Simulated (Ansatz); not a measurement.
**InSb: phonons and Grüneisen parameters**

How does the lattice vibrate, and how do the modes shift with volume? Displacements sample a 2×2×2 mesh. Runs: reference run (LAPW); volume scaled by 0.980 (LAPW). Companion runs by PAW are cited.

Computed with Ansatz 0.2.0 (DFT LDA, all-electron LAPW, scalar-relativistic unless said, unless a step's input says otherwise).

1 further run of the same task is left out (it didn't finish).

### 1 The starting structure

It takes space group F-43m (No. 216, cubic). The conventional cell has a = 6.450 Å, b = 6.450 Å, c = 6.450 Å, α = 90.00°, β = 90.00°, γ = 90.00°. Around In (site symmetry -43m) lie 4 Sb at 2.79 Å. Sb (site symmetry -43m) is surrounded by 4 In at 2.79 Å.

Structure file:

```cif
data_structure
_symmetry_space_group_name_H-M 'F-43m'
_symmetry_Int_Tables_number 216
_cell_length_a 6.4503
_cell_length_b 6.4503
_cell_length_c 6.4503
_cell_angle_alpha 90.000
_cell_angle_beta 90.000
_cell_angle_gamma 90.000
_cell_volume 268.37
loop_
_atom_site_label
_atom_site_type_symbol
_atom_site_symmetry_multiplicity
_atom_site_Wyckoff_symbol
_atom_site_fract_x
_atom_site_fract_y
_atom_site_fract_z
_atom_site_occupancy
In1 In 4 a 0.00000 0.00000 0.00000 1
Sb1 Sb 4 c 0.25000 0.25000 0.25000 1
```

Cartesian axes are those of the input's lattice vectors. The structure goes back to a database entry.

### 2 Reference run, LAPW

File input.yaml:

```yaml
crystal:
  lattice:
    - [0.0, 3.22513316802, 3.22513316802]
    - [3.22513316802, 0.0, 3.22513316802]
    - [3.22513316802, 3.22513316802, 0.0]
  atoms:
    - { symbol: In, position: [0.0, 0.0, 0.0] }
    - { symbol: Sb, position: [0.75, 0.75, 0.75] }
kpoints:
  mp_grid: { grid: [10, 10, 10] }
scf:
  occupations: { method: fermi_dirac, width: 0.05 }
hamiltonian:
  xc: lda
  pseudopotentials: { kind: all_electron, lapw: { basis_error: 0.0005 } }
phonons:
  qmesh: [2, 2, 2]
  qpath:
    path:
      - [0.0, 0.0, 0.0]
      - [-0.5, -0.5, 0.0]
      - [-0.375, -0.375, 0.25]
      - [-0.375, 0.0, 0.375]
      - [0.0, 0.0, 0.0]
      - [0.0, 0.0, 0.5]
      - [-0.5, -0.25, 0.25]
      - [-0.5, -0.5, 0.0]
    npoints: 6
  temperatures: { t_min: 0, t_max: 1000, t_step: 100 }
```

The run is started by

```
ansatz run input.yaml --threads 2 --pin off --max-ram 5120MiB --backend cpu --events-out ev --progress --plain --runs-dir out
```

### 3 Volume scaled by 0.980, LAPW

Changes to input.yaml since step 2:

```diff
@@ -2,5 +2,5 @@
   lattice:
-    - [0.0, 3.22513316802, 3.22513316802]
-    - [3.22513316802, 0.0, 3.22513316802]
-    - [3.22513316802, 3.22513316802, 0.0]
+    - [0.0, 3.20348732677, 3.20348732677]
+    - [3.20348732677, 0.0, 3.20348732677]
+    - [3.20348732677, 3.20348732677, 0.0]
   atoms:
```

(Steps that only read results are left out.)

Q: Predict the outcome of this session. Wanted: highest mode on the mesh, without the LO shift; optical modes at Γ.

**Answer**, as computed:

| quantity | value |
| --- | --- |
| highest mode on the mesh, without the LO shift (LAPW) | 178 cm⁻¹ |
| optical modes at Γ | 178 (T2) cm⁻¹ |

What this shows: No mode on the mesh is unstable; the highest lies at 178 cm⁻¹ by LAPW. PAW differs from LAPW by at most 0.1 cm⁻¹. Each set of modes is computed in the harmonic approximation. Cautions: responses of metals move with mesh and smearing.
